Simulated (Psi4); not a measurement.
**HF/STO-3G run of C2H7NSi (SMILES C=NC[SiH3])**

Aim: the energy change on altering one bond length of C2H7NSi at HF/STO-3G, from 2 runs. 

The results are computed with Psi4 1.11.

2 further runs of the same task are left out: 2 set aside as unsound or not needed.

### 1 The system as given

C2H7NSi has 11 atoms, charge 0, and is taken as a singlet. SMILES: `C=NC[SiH3]`. Geometry: relaxed at PBE0-D4/def2-TZVP. This is one conformer, not always the lowest.

Bond lengths: C1–N2 1.259 Å, N2–C3 1.436 Å, C3–Si4 1.892 Å, C1–H5 1.089 Å, C1–H6 1.099 Å, C3–H7 1.095 Å, C3–H8 1.102 Å, Si4–H9 1.487 Å, Si4–H10 1.484 Å, Si4–H11 1.488 Å. Some angles: C1–N2–C3 118.6°, N2–C3–Si4 109.5°, N2–C1–H5 119.2°, N2–C1–H6 123.3°, N2–C3–H7 109.0°, N2–C3–H8 113.6°, Si4–C3–H7 106.9°, Si4–C3–H8 109.5°, C3–Si4–H9 109.5°, C3–Si4–H10 110.5°.

### 2 Energy and forces at HF/STO-3G

File c2h7nsi.in:

```
memory 1.6 GB

molecule {
  C
  N 1 r2
  C 2 r3 1 a3
  Si 3 r4 2 a4 1 d4
  H 1 r5 2 a5 3 d5
  H 1 r6 5 a6 2 d6
  H 3 r7 2 a7 1 d7
  H 3 r8 7 a8 2 d8
  H 4 r9 3 a9 7 d9
  H 4 r10 9 a10 3 d10
  H 4 r11 10 a11 9 d11

  r2 = 1.259154
  r3 = 1.436369
  a3 = 118.64263
  r4 = 1.892338
  a4 = 109.54881
  d4 = -110.82694
  r5 = 1.088944
  a5 = 119.22832
  d5 = 178.40439
  r6 = 1.099273
  a6 = 117.52066
  d6 = -179.79142
  r7 = 1.095352
  a7 = 108.99531
  d7 = 132.52285
  r8 = 1.102332
  a8 = 108.03538
  d8 = 123.91104
  r9 = 1.486521
  a9 = 109.51632
  d9 = -179.46645
  r10 = 1.484051
  a10 = 109.44438
  d10 = 121.31105
  r11 = 1.488316
  a11 = 109.35952
  d11 = -119.45879
  units angstrom
  symmetry c1
  no_reorient
  no_com
}

set globals {
  puream        true
  e_convergence 1e-09
  d_convergence 1e-08
  scf_type      pk
}

e_tot, wfn = gradient('scf/STO-3G', return_wfn=True)
```

Run with:

```
psi4 -i c2h7nsi.in -o c2h7nsi.out -n 1
```

c2h7nsi.out, cut to the lines that bear on the results:

```text
[...]
  Running in c1 symmetry.
[...]
  Nuclear repulsion =  156.461335807786867
[...]
  Multiplicity = 1
[...]
  Nalpha       = 20
  Nbeta        = 20
[...]
    Number of basis functions: 31
[...]
   @RHF iter   1:  -418.14004985939931   -3.41437e+00   7.96652e-03 DIIS/ADIIS
[...]
   @RHF iter  12:  -418.18360916843841   -5.68434e-13   1.57607e-09 DIIS
[...]
    Orbital Energies [Eh]
    ---------------------
    Doubly Occupied:
       1A    -67.989069     2A    -15.336985     3A    -11.059576
       4A    -11.040169     5A     -5.969512     6A     -3.994866
       7A     -3.994770     8A     -3.994692     9A     -1.177513
      10A     -0.905828    11A     -0.743656    12A     -0.671173
      13A     -0.606974    14A     -0.576545    15A     -0.512753
      16A     -0.446337    17A     -0.421679    18A     -0.416491
      19A     -0.332225    20A     -0.327516
[...]
  @RHF Final Energy:  -418.18360916843841
   => Energetics <=
    Nuclear Repulsion Energy =            156.4613358077868668
    One-Electron Energy =                -888.2532321134015092
    Two-Electron Energy =                 313.6082871371762053
    Total Energy =                       -418.1836091684384087
[...]
 Multipole Moments:
 ------------------------------------------------------------------------------------
     Multipole            Electronic (a.u.)      Nuclear  (a.u.)        Total (a.u.)
 ------------------------------------------------------------------------------------
 L = 1.  Multiply by 2.5417464519 to convert [e a0] to [Debye]
 Dipole X            :          0.2923531           -0.3579431           -0.0655900
 Dipole Y            :          1.1644124           -1.7138250           -0.5494126
 Dipole Z            :          0.4177436           -0.5659005           -0.1481570
 Magnitude           :                                                    0.5728060
[...]
  -Total Gradient:
     Atom            X                  Y                   Z
    ------   -----------------  -----------------  -----------------
       1       -0.000965999119     0.007650256027     0.020744613126
       2       -0.002371172270    -0.039657510310    -0.000754751423
       3        0.005804054926     0.046725472573    -0.025127684896
       4        0.026795121456     0.006717504550    -0.013070258201
       5       -0.000149289337     0.002626212244     0.001491493800
       6        0.000389715922    -0.008171088880    -0.000163532965
       7        0.001129645155    -0.000747817264     0.006644244253
       8       -0.000327998482    -0.008924824898    -0.004962350322
       9       -0.024364464845    -0.001162268656    -0.022847065720
      10       -0.006479042792     0.024364489100     0.021002450020
      11        0.000539429384    -0.029420424487     0.017042842330
[...]
```

It took 1.6 s on 1 thread of Intel Xeon 6975P-C (Granite Rapids), shared host; peak memory 0.18 GiB.

### 3 The distorted shape: a single-point energy at HF/STO-3G

File c2h7nsi.dat:

```
memory 1600 MB

molecule system {
  0 1
  C     -0.506460     1.933152     0.530701
  N     -0.865660     0.776952     0.184801
  C     -0.166060    -0.353148     0.729401
  Si     0.839240    -1.193548    -0.635899
  H     -1.012960     2.797352     0.103601
  H      0.299840     2.122852     1.253401
  H     -0.896960    -1.087548     1.084701
  H      0.498140    -0.097848     1.571301
  H      1.862540    -0.247448    -1.153099
  H     -0.179800    -1.683000    -1.914500
  H      1.522840    -2.386248    -0.065599
  symmetry c1
  no_reorient
  no_com
}

set {
  basis STO-3G
  puream true
  e_convergence 1e-09
  d_convergence 1e-08
  scf_type pk
}

result, w = energy("hf", return_wfn=True)
oeprop(w, "MAYER_INDICES", "LOWDIN_CHARGES", "WIBERG_LOWDIN_INDICES", title="HF")
print_variables()
```

Run with:

```
psi4 -n 1 c2h7nsi.dat c2h7nsi.out
```

c2h7nsi.out, cut to the lines that bear on the results:

```text
[...]
  Running in c1 symmetry.
[...]
  Nuclear repulsion =  155.625971189650386
[...]
  Multiplicity = 1
[...]
  Nalpha       = 20
  Nbeta        = 20
[...]
    Number of basis functions: 31
[...]
   @RHF iter   1:  -418.10714545399793   -3.45982e+00   8.12269e-03 ADIIS/DIIS
[...]
   @RHF iter  12:  -418.15306339460597   -7.95808e-13   1.89911e-09 DIIS
[...]
    Orbital Energies [Eh]
    ---------------------
    Doubly Occupied:
       1A    -67.992698     2A    -15.337818     3A    -11.060271
       4A    -11.041812     5A     -5.972286     6A     -3.997617
       7A     -3.997551     8A     -3.996856     9A     -1.178305
      10A     -0.906518    11A     -0.743910    12A     -0.660090
      13A     -0.607653    14A     -0.576923    15A     -0.511740
      16A     -0.447102    17A     -0.420327    18A     -0.379080
      19A     -0.332908    20A     -0.327387
[...]
  @RHF Final Energy:  -418.15306339460597
   => Energetics <=
    Nuclear Repulsion Energy =            155.6259711896503859
    One-Electron Energy =                -886.5803676307081105
    Two-Electron Energy =                 312.8013330464517594
    Total Energy =                       -418.1530633946059652
[...]
 Multipole Moments:
 ------------------------------------------------------------------------------------
     Multipole            Electronic (a.u.)      Nuclear  (a.u.)        Total (a.u.)
 ------------------------------------------------------------------------------------
 L = 1.  Multiply by 2.5417464519 to convert [e a0] to [Debye]
 Dipole X            :         -6.5751097            7.0831848            0.5080752
 Dipole Y            :          4.4266897           -4.4840782           -0.0573886
 Dipole Z            :         -1.2123771            1.5711920            0.3588149
 Magnitude           :                                                    0.6246455
[...]
```

Run time: 1.4 s. Hardware: 1 thread of Intel Xeon 6975P-C (Granite Rapids), shared host; peak memory 0.18 GiB.

### 4 What came out

At HF/STO-3G:

| quantity | value |
| --- | --- |
| first shape: total energy | -418.18361 Eh |
| first shape: dipole moment | 1.46 D |
| first shape: HOMO energy | -8.91 eV |
| first shape: LUMO energy | 8.30 eV |
| first shape: HOMO–LUMO gap | 17.22 eV |
| first shape: largest force on an atom | 2.744 eV/Å |
| distorted shape: total energy | -418.15306 Eh |
| distorted shape: dipole moment | 1.59 D |
| distorted shape: HOMO energy | -8.91 eV |
| distorted shape: LUMO energy | 8.29 eV |
| distorted shape: HOMO–LUMO gap | 17.20 eV |
| energy change with the Si4–H10 bond stretched from 1.484 to 1.707 Å | 0.831 eV |

What this shows: With the Si4–H10 bond stretched from 1.484 to 1.707 Å the energy rises by 0.83 eV (80.2 kJ/mol). The first shape isn't relaxed at this level, so the change isn't measured from a minimum. The minimal basis adds a large error of its own. The largest force (first shape) is 2.74 eV/Å: the shape isn't a stationary point for this species at this level.
